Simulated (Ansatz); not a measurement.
# SiH₄O + H₂ + HF: a complex and its separated parts

The complex below is one end of an elementary step. How strongly is it bound against its free parts?

The runs use Ansatz 0.2.0, Gaussian basis; PBE0-D4/def2-TZVP structures, single points in def2-TZVPP, no counterpoise correction.

Levels: SPW92, PBE-D4, BLYP-D4, r2SCAN-D4, B97M-V, PBE0-D4, B3LYP-D4, r2SCAN0-D4, BHLYP-D4, CAM-B3LYP-D4, wB97X-V, wB97M-V, B2PLYP, PBE-QIDH, RPA on PBE, Hartree-Fock, MP2, CCSD, CCSD(T).

Correlated methods freeze the cores. B3LYP uses VWN-RPA correlation. B2PLYP carries no dispersion term here.

26 further runs of the same task are left out: 26 set aside as unsound or not needed.

## Step 1: Starting geometry

The complex: 10 atoms, charge 0, spin multiplicity 1.

Atoms are counted from 1 here; the program's logs count them from 0.

Bond lengths: Si1–H3 1.477 Å, Si1–H4 1.485 Å, Si1–H5 1.484 Å, Si1–O7 1.668 Å, H2–H8 0.748 Å, H6–F9 0.941 Å, O7–H10 0.959 Å. Angles: H3–Si1–H4 111.2°, H3–Si1–H5 111.2°, H3–Si1–O7 105.1°, H4–Si1–H5 109.0°, H4–Si1–O7 109.8°, H5–Si1–O7 110.5°, Si1–O7–H10 118.2°.

Geometry (Å):

```mol
FH7OSi
  3D, bonds by distance, orders not assigned

 10  7  0  0  0  0  0  0  0  0999 V2000
   -1.1369    0.7945    0.0315 Si  0  0
    0.4408   -2.0679    1.5577 H   0  0
   -1.6535   -0.4572   -0.5577 H   0  0
   -1.9105    1.9697   -0.4431 H   0  0
   -1.1861    0.7492    1.5142 H   0  0
    1.3505   -0.3894   -1.0312 H   0  0
    0.4405    0.9062   -0.4987 O   0  0
    0.8503   -2.0236    0.9336 H   0  0
    1.8478   -1.1480   -1.2803 F   0  0
    0.9573    1.6664   -0.2261 H   0  0
  1  3  8  0
  1  4  8  0
  1  5  8  0
  1  7  8  0
  2  8  8  0
  6  9  8  0
  7 10  8  0
M  END
```

Its parts: SiH₄O holds atoms 1, 3, 4, 5, 7, 10; H₂ holds atoms 2, 8; HF holds atoms 6, 9. Each part counts its atoms afresh in its own runs.

## Step 2: Relaxing SiH₄O alone

relax-a/in.yaml reads:

```yaml
crystal:
  periodic: [false, false, false]
  atoms:
    - {symbol: Si, position_ang: [-1.136858, 0.794494, 0.031469]}
    - {symbol: H, position_ang: [-1.653505, -0.457204, -0.557667]}
    - {symbol: H, position_ang: [-1.910515, 1.969723, -0.443107]}
    - {symbol: H, position_ang: [-1.186141, 0.749193, 1.514214]}
    - {symbol: O, position_ang: [0.440500, 0.906246, -0.498727]}
    - {symbol: H, position_ang: [0.957281, 1.666440, -0.226095]}
basis:
  gaussian: {orbitals: def2-TZVP}
hamiltonian: {xc: pbe0, dispersion: d4}
relax: {f_tol: 0.005, max_steps: 200}
```

No record of the launch command was kept for these runs.

The runs that follow: Relaxing H₂ alone; Relaxing HF alone; wB97M-V/def2-TZVPP; CCSD(T)/def2-TZVPP; Vibrations of SiH₄O; Vibrations of H₂; Vibrations of HF.

What does the calculation give? Wanted: complex less parts, CCSD(T)/def2-TZVPP; with zero-point energy; largest T1 diagnostic.

As calculated:

| quantity | value |
| --- | --- |
| complex less parts, CCSD(T)/def2-TZVPP | -36.6 kJ/mol |
| with zero-point energy | -22.6 kJ/mol |
| largest T1 diagnostic | 0.011 |

At CCSD(T) the complex lies 36.6 kJ/mol below its parts. B2PLYP is the best functional here (+0.1 kJ/mol from CCSD(T)); SPW92 is the worst (-26.1 kJ/mol). By rung, the mean size of the error is: LDA 26.1, GGA 6.3, meta-GGA 2.2, hybrid 4.9, range-separated hybrid 5.3, double hybrid 0.5 kJ/mol. PBE-D4 gives a relative energy 8.0 kJ/mol too low, outside chemical accuracy (1 kcal/mol, 4.2 kJ/mol). No counterpoise was applied, and triple zeta lacks some correlation, so the CCSD(T) reference has a basis error of its own, and close matches with it are partly luck.
